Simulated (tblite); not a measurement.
# C9H16P: the cost of one run

Programs: tblite 0.8.0 and PySCF 2.14.0, with density-fitted response routines of our own. Each step states its level of theory. These are calculated values for one molecule, in the gas phase or a continuum, unless marked as measured. Atoms count from 0, in the outputs and in this text.

### 1 The starting structure

26 atoms, charge -1, multiplicity 1; geometry from: force field or distance geometry start.

Bonds of the start (Å): C0–C1 1.51, C1–C2 1.55, C1–C3 1.49, C3–P4 1.81, P4–C5 1.80, C5–C6 1.32, C6–C7 1.50, C7–C8 1.52, C8–C9 1.49, C9–C5 1.49, C0–H10 1.11, C0–H11 1.10, C0–H12 1.13, C1–H13 1.10, C2–H14 1.11, C2–H15 1.14, C2–H16 1.10, C3–H17 1.14, C3–H18 1.14, C6–H19 1.09, C7–H20 1.11, C7–H21 1.09, C8–H22 1.12, C8–H23 1.11, C9–H24 1.12, C9–H25 1.11.

### 2 Optimising the geometry with GFN2-xTB

Job settings and geometry (Å):

```
{"job": {"kind": "relax", "xc": "GFN2-xTB", "basis": "xTB"}, "charge": -1, "multiplicity": 1}
C      3.186500     0.960500    -0.284200
C      2.613600    -0.420400    -0.507800
C      3.360600    -1.468800     0.359000
C      1.196400    -0.396200    -0.035700
P      0.153400     0.793500    -0.916500
C     -1.507500     0.499600    -0.288300
C     -2.065400    -0.702000    -0.298800
C     -3.436600    -0.638000     0.302500
C     -3.749100     0.847700     0.204100
C     -2.424800     1.512400     0.313600
H      3.398000     1.411700    -1.272000
H      4.049700     0.913700     0.400200
H      2.419400     1.587100     0.253000
H      2.740000    -0.780000    -1.537300
H      3.143600    -2.449200    -0.115800
H      2.870500    -1.454900     1.387400
H      4.438100    -1.261300     0.395800
H      0.661900    -1.393800    -0.160300
H      1.092800    -0.159000     1.069600
H     -1.608600    -1.622000    -0.667900
H     -4.151300    -1.228300    -0.307400
H     -3.419700    -0.910200     1.360500
H     -4.363000     1.155000     1.089000
H     -4.204800     1.100800    -0.776300
H     -2.062200     1.682400     1.356300
H     -2.352600     2.442200    -0.279800
```

Command:

```bash
OMP_NUM_THREADS=1 python probes_run.py task.json out
```

One launch serves the whole session: the jobs run in the order shown.

Q: Estimate the wall time and peak memory of this first job on 1 thread of Arm Neoverse N1, shared host.

About 2.6 s, with a peak of 0.18 GiB.
